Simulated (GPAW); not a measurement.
Set up this calculation in GPAW 26.7.0, as an ASE script.

```
Task                : relaxation of cell and atoms
Functional          : PBEsol
Dispersion          : D4
Potentials or basis : PAW data sets generated in the run's folder for this functional
Cutoff              : 600 eV
Basis               : pw
k mesh              : 5 × 5 × 5
Occupations         : fermi-dirac, width 0.05 eV
Spin                : no spin polarisation
Maxiter             : 150
Optimizer           : BFGS
Fmax                : 0.02 eV/Å
Max steps           : 60
Convergence         : density=1e-05 forces=0.0001
```

InSb3:

```
Sb In
1.0
     0.00000    3.79455    3.79455
     3.79455    0.00000    3.79455
     3.79455    3.79455    0.00000
Sb In
3 1
Direct
  0.50000 0.50000 0.50000
  0.75000 0.75000 0.75000
  0.25000 0.25000 0.25000
  0.00000 0.00000 0.00000
```

The cell comes from a database or a generator and needn't be the stable form of this composition.

The input as run:

run.py

```python
from ase import Atoms
from ase.calculators.mixing import SumCalculator
from ase.filters import FrechetCellFilter
from ase.io import write
from ase.optimize import BFGS
from dftd4.ase import DFTD4
from gpaw import GPAW, PW, setup_paths

setup_paths.insert(0, '.')

atoms = Atoms(['Sb', 'Sb', 'Sb', 'In'],
              cell=[[0.0, 3.794555, 3.794555],
                    [3.794555, 0.0, 3.794555],
                    [3.794555, 3.794555, 0.0]],
              scaled_positions=[[0.5, 0.5, 0.5],
                                [0.75, 0.75, 0.75],
                                [0.25, 0.25, 0.25],
                                [0.0, 0.0, 0.0]],
              pbc=True)

calc = GPAW(mode=PW(600),
            xc='PBEsol',
            kpts={'size': (5, 5, 5), 'gamma': True},
            occupations={'name': 'fermi-dirac', 'width': 0.05},
            nbands=45,
            convergence={'density': 1e-05, 'forces': 0.0001},
            maxiter=150,
            txt='gpaw.txt')
atoms.calc = SumCalculator([calc, DFTD4(method='pbesol')])
opt = BFGS(FrechetCellFilter(atoms), trajectory='relax.traj', logfile='-')
done = opt.run(fmax=0.02, steps=60)
calc.write('gs.gpw')
write('result.traj', atoms)
print('Converged:', done)
print('Cell:', atoms.cell.cellpar().round(4))
print('Volume:', round(atoms.get_volume(), 4))
print(atoms.get_scaled_positions().round(5))
```

Potentials or basis: PAW data sets generated in the run's folder for this functional, pw.

Launch:

```sh
$ gpaw-setup -f PBEsol In Sb
$ OMP_NUM_THREADS=1 python run.py
```

It gave:

```
Relaxed volume                         : 24.93 Å³/atom
Relaxed cell                           : a = 5.205 Å, b = 5.205 Å, c = 5.205 Å, α = 60.00°, β = 60.00°, γ = 60.00°
Space group after relaxing (to 0.05 Å) : Fm-3m (No. 225)
Energy gained by relaxing              : 42.7 meV/atom
Ionic steps                            : 5
Pressure after relaxing                : 0.0 GPa
Band gap on the k mesh                 : none (metal or under the smearing width)
Dispersion energy per atom             : -0.316 eV
```

Caveat: later steps reuse the first step's grids; pairwise dispersion overbinds metals, which lowers pressure and volume.

It took 3.6 min on 1 thread of Arm Neoverse V2, on a shared host, peak memory 0.31 GiB.
